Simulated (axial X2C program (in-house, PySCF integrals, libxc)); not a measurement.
**CuC⁻: properties at the nuclei**

Aim: properties at the nuclei of CuC⁻, with spin–orbit coupling in the Hamiltonian from the start.

Program: an in-house X2C program for linear molecules on PySCF integrals. Level of theory: two-component X2C with atomic mean-field terms, Cu dyall-acv3z, C dyall-av3z. These are calculated values, not measurements.

## (1) Input

task.json reads:

```json
{"zs": [29, 6], "q": -1, "bas": ["dyall-acv3z", "dyall-av3z"], "r0": 1.82, "levels": ["PBE0", "HF", "r2SCAN", "LDA", "TPSSh"], "nst": 3}
```

Keys: zs atomic numbers; q charge; bas basis sets; r0 starting distance in Å; levels methods (HF also brings MP2); nst determinants followed.

The run is started by

```sh
$ python soeom.py task.json out
```

The runs that follow: Expectation values, lowest determinant; Expectation values, a higher determinant; Expectation values, a higher determinant.

Before running it: what results should come out? Wanted: lowest determinant; Eeff magnitude; Ws magnitude Cu; A∥/gI Cu; qzz Cu; higher determinant (for each run or level that gives them).

As calculated:

| quantity | value |
| --- | --- |
| lowest determinant | Ω = 1 (excess of +ω over −ω: ω = -1/2, ω = 3/2) |
| Eeff magnitude (GV/cm), PBE0 | 1.06 |
| Ws magnitude Cu (kHz), PBE0 | 0.406 |
| A∥/gI Cu (MHz), PBE0 | -144 |
| qzz Cu (a.u.), PBE0 | 0.88 |
| higher determinant | Ω = 2 (excess of +ω over −ω: ω = 1/2, ω = 3/2) |
| Eeff magnitude (GV/cm), PBE0, higher determinant | 0.265 |
| Ws magnitude Cu (kHz), PBE0, higher determinant | 0.0131 |
| A∥/gI Cu (MHz), PBE0, higher determinant | 670 |
| qzz Cu (a.u.), PBE0, higher determinant | -0.57 |
| higher determinant | Ω = 0 (closed shell) |
| qzz Cu (a.u.), PBE0, higher determinant | 1.35 |
| qzz C (a.u.), PBE0, higher determinant | -0.12 |

In the first state, the effective field runs from 0.577 to 1.32 GV/cm over the mean-field levels, so the levels don't agree on it. The expectation values come from single determinants, which for open shells can mix terms of unlike spin or miss the lowest Ω, so a determinant need not be a state. Eeff is the effective electric field on the electron dipole moment in this Ω state and Ws the scalar–pseudoscalar constant (defined with the proton number Z and per Ω); A∥ is the parallel hyperfine constant, which follows by multiplying with the nuclear g factor gI = μI/(I μN); qzz is the electric field gradient, eQq0 = 234.96 MHz × Q/barn × qzz. The operators were transformed with the bare-nucleus X2C matrices.
